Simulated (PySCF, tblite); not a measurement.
# C6H13N3Si: geometry, infrared bands and NMR shifts

What infrared bands and NMR shifts should C6H13N3Si (`Cc1nn([SiH](C)C)nc1C`) show?

Programs: tblite 0.8.0 and PySCF 2.14.0, with density-fitted response routines of our own. Each step states its level of theory. These are calculated values for one molecule in the gas phase, unless marked as measured. Atoms count from 0, in the outputs and in this text.

## 1. The starting structure

23 atoms, charge 0, multiplicity 1; geometry from: force field or distance geometry start.

Bonds of the start (Å): C0–C1 1.48, C1–N2 1.33, N2–N3 1.34, N3–Si4 1.79, Si4–C5 1.87, Si4–C6 1.86, N3–N7 1.36, N7–C8 1.33, C8–C9 1.47, C8–C1 1.43, C0–H10 1.09, C0–H11 1.10, C0–H12 1.08, Si4–H13 1.49, C5–H14 1.09, C5–H15 1.09, C5–H16 1.09, C6–H17 1.10, C6–H18 1.09, C6–H19 1.11, C9–H20 1.09, C9–H21 1.10, C9–H22 1.11.

## 2. Relaxing the molecule with GFN2-xTB

What the job is given:

```
{"job": {"kind": "relax", "xc": "GFN2-xTB", "basis": "xTB"}, "charge": 0, "multiplicity": 1}
C      2.339600     1.884400    -0.745700
C      1.455900     0.761400    -0.366000
N      0.142200     0.896100    -0.247700
N     -0.258100    -0.336000     0.106900
Si    -1.978600    -0.729900     0.408000
C     -2.965600    -0.453200    -1.160000
C     -2.643300     0.320000     1.787100
N      0.720100    -1.269300     0.258400
C      1.821900    -0.579600    -0.045300
C      3.151900    -1.204000    -0.022200
H      3.056700     2.095100     0.043000
H      1.748300     2.796500    -0.919600
H      2.871700     1.651800    -1.653600
H     -2.140500    -2.161000     0.789500
H     -2.588700    -1.071000    -1.969700
H     -2.905000     0.592700    -1.467400
H     -4.014000    -0.695600    -0.997200
H     -3.695700     0.075000     1.985900
H     -2.577600     1.385200     1.555100
H     -2.077200     0.144800     2.719800
H      3.099600    -2.253000     0.259800
H      3.620300    -1.137600    -1.014100
H      3.811300    -0.685600     0.705200
```

Run with:

```sh
OMP_NUM_THREADS=1 python probes_run.py task.json out
```

The driver reads the jobs from task.json and runs them one after another.

**Question.** This job is followed by: GFN2-xTB harmonic vibrations, gas phase; GIAO PBE0/pcSseg-1 NMR shielding, non-relativistic, gas phase. What will the session give for the following? strongest single infrared mode (GFN2-xTB); zero-point energy (GFN2-xTB); 13C shifts against TMS (PBE0/pcSseg-1, means over atoms taken as alike); 1H shifts against TMS (PBE0/pcSseg-1, means over atoms taken as alike); 15N shifts against NH3 (PBE0/pcSseg-1, means over atoms taken as alike); 29Si shifts against TMS (PBE0/pcSseg-1).

The runs gave:

```
                                                               quantity                  value
                              strongest single infrared mode (GFN2-xTB)  1231 cm⁻¹, 315 km/mol
                                           zero-point energy (GFN2-xTB)         115.4 kcal/mol
13C shifts against TMS (PBE0/pcSseg-1, means over atoms taken as alike)  149.3, 12.8, -0.8 ppm
 1H shifts against TMS (PBE0/pcSseg-1, means over atoms taken as alike)   5.54, 2.44, 0.40 ppm
15N shifts against NH3 (PBE0/pcSseg-1, means over atoms taken as alike)       375.2, 274.4 ppm
                                29Si shifts against TMS (PBE0/pcSseg-1)               -1.1 ppm
```

What this shows: Relaxing lowered the energy by 0.242 eV in 51 steps; the close pair that moved most is Si4–C6, from 1.856 to 1.898 Å. The lowest mode is slightly imaginary (8i cm⁻¹), a soft motion within the noise of the Hessian, so the minimum is not strictly shown. The strongest single mode, at 1231 cm⁻¹, moves mainly N3. Unscaled tight-binding wavenumbers are off by several per cent, some by more. Its intensities can rank the bands wrongly. At PBE0/pcSseg-1: The widest tensor belongs to N2, N7: span 474 ppm, with a paramagnetic part of -439 ppm. NICS(1)zz of -31 ppm above the planar ring from C1 marks a diatropic (aromatic) ring current.
